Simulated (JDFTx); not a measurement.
Runs of JDFTx 1.7.0 (patched build) on Cl2Si. The cell holds a molecule in a box, 3 atoms: a = 11.000 Å, b = 13.000 Å, c = 10.000 Å, α = 90.00°, β = 90.00°, γ = 90.00°. 

```csv
task,level,smearing,check on overlapping cores,liquid model,variant of the liquid model,solvent,density cutoff over wavefunction cutoff,largest force (eV/Å)
solvation,BLYP,fixed,none,LinearPCM,SCCS_g09,H2O,4,1.02
single point,BLYP,fixed,none,-,-,-,4,0.76
solvation,BLYP,fixed,none,NonlinearPCM,GLSSA13,H2O,4,1.18
single point,PBE,fermi-dirac 0.05 eV,-,-,-,-,8,0.36
solvation,BLYP,fixed,none,LinearPCM,SCCS_g09beta,H2O,4,1.02
solvation,BLYP,fixed,none,LinearPCM,CANDLE,H2O,4,(a)
```

Alike in all rows: potentials or basis PseudoDojo-SR-PBE-0.5-standard with smoothed tails; no spin polarisation; cell as given; k mesh 1 × 1 × 1; cutoff (eV) 789.

Question: Estimate the missing entries.

Answer: (a) 1.14.

Caveats: forces may be off by hundredths of an eV/Å (some runs); the cores' own exchange energy is taken off the total, which shifts forces and pressure where cores overlap (some runs); the potentials were made for another functional, which shifts forces and pressure (some runs); forces in the liquid are good to some per cent (some runs); the liquid is a continuum model, checked here against plausible ranges alone (some runs).
